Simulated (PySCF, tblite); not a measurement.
# C₄H₁₀OSi₂: geometry, infrared bands and NMR shifts

Aim: predict the infrared bands and NMR shifts of C₄H₁₀OSi₂ (`[SiH3]O[SiH]1CC=CC1`).

Programs: tblite 0.8.0 and PySCF 2.14.0, with density-fitted response routines of our own. Each step states its level of theory. These are calculated values for one molecule in the gas phase, unless marked as measured. Atoms are numbered from 0 throughout.

## Step 1: The starting structure

17 atoms, charge 0, multiplicity 1; geometry from: force field or distance geometry start.

Bonds of the start (Å): Si0–O1 1.70, O1–Si2 1.68, Si2–C3 1.90, C3–C4 1.48, C4–C5 1.28, C5–C6 1.48, C6–Si2 1.88, Si0–H7 1.46, Si0–H8 1.48, Si0–H9 1.48, Si2–H10 1.45, C3–H11 1.10, C3–H12 1.11, C4–H13 1.12, C5–H14 1.14, C6–H15 1.13, C6–H16 1.11.

## Step 2: Optimising the geometry with GFN2-xTB

What the job is given:

```
{"job": {"kind": "relax", "xc": "GFN2-xTB", "basis": "xTB"}, "charge": 0, "multiplicity": 1}
Si     2.779200    -1.003200     0.225200
O      1.150100    -0.731900     0.641800
Si     0.152100    -0.199500    -0.600300
C     -1.617000    -0.865800    -0.442500
C     -2.133600     0.093900     0.553300
C     -1.551300     1.231900     0.675500
C     -0.371000     1.550400    -0.153500
H      3.047500    -2.349400    -0.258800
H      3.295000     0.050300    -0.670400
H      3.537000    -0.856800     1.489900
H      0.672400    -0.330100    -1.942400
H     -2.163700    -0.694800    -1.384800
H     -1.639300    -1.923100    -0.113400
H     -3.029600    -0.177900     1.161000
H     -1.917300     2.007900     1.420900
H      0.428400     2.074500     0.442700
H     -0.645800     2.135600    -1.054100
```

Launch:

```sh
> OMP_NUM_THREADS=1 python probes_run.py task.json out
```

One launch serves the whole session: the jobs run in the order shown.

**Question.** This job is followed by: GFN2-xTB harmonic vibrations, gas phase; GIAO PBE0/pcSseg-1 NMR shielding, non-relativistic, gas phase. Predict these results of the whole session: strongest single infrared mode (GFN2-xTB); zero-point energy (GFN2-xTB); 13C shifts against TMS (PBE0/pcSseg-1, means over atoms taken as alike); 1H shifts against TMS (PBE0/pcSseg-1, means over atoms taken as alike); 29Si shifts against TMS (PBE0/pcSseg-1); 17O shifts against H2O (PBE0/pcSseg-1).

The runs gave:

| quantity | value |
| --- | --- |
| strongest single infrared mode (GFN2-xTB) | 1103 cm⁻¹, 572 km/mol |
| zero-point energy (GFN2-xTB) | 77.1 kcal/mol |
| 13C shifts against TMS (PBE0/pcSseg-1, means over atoms taken as alike) | 137.8, 22.6 ppm |
| 1H shifts against TMS (PBE0/pcSseg-1, means over atoms taken as alike) | 6.11, 5.53, 5.17, 1.61, 1.56 ppm |
| 29Si shifts against TMS (PBE0/pcSseg-1) | 7.0, -44.5 ppm |
| 17O shifts against H2O (PBE0/pcSseg-1) | 18.7 ppm |

What this shows: Over 61 steps the energy fell by 0.800 eV; of the close pairs, Si0–O1 changed most, 1.703 to 1.620 Å. All 45 modes are real, so the xTB geometry is a minimum. The strongest single mode, at 1103 cm⁻¹, moves mainly O1. Unscaled tight-binding wavenumbers are off by several per cent, some by more. Its intensities can rank the bands wrongly. The most deshielded carbon is C4, C5 (mean) (alkene CH), at 137.8 ppm: as expected for a trigonal carbon in a double bond. H13, H14 (mean) (hydrogen on an alkene CH) lies farthest downfield among hydrogen, at 6.11 ppm; a vinylic proton, deshielded by the sp2 carbon and the C=C anisotropy. At PBE0/pcSseg-1: The widest tensor belongs to C4, C5: span 205 ppm, with a paramagnetic part of -206 ppm.
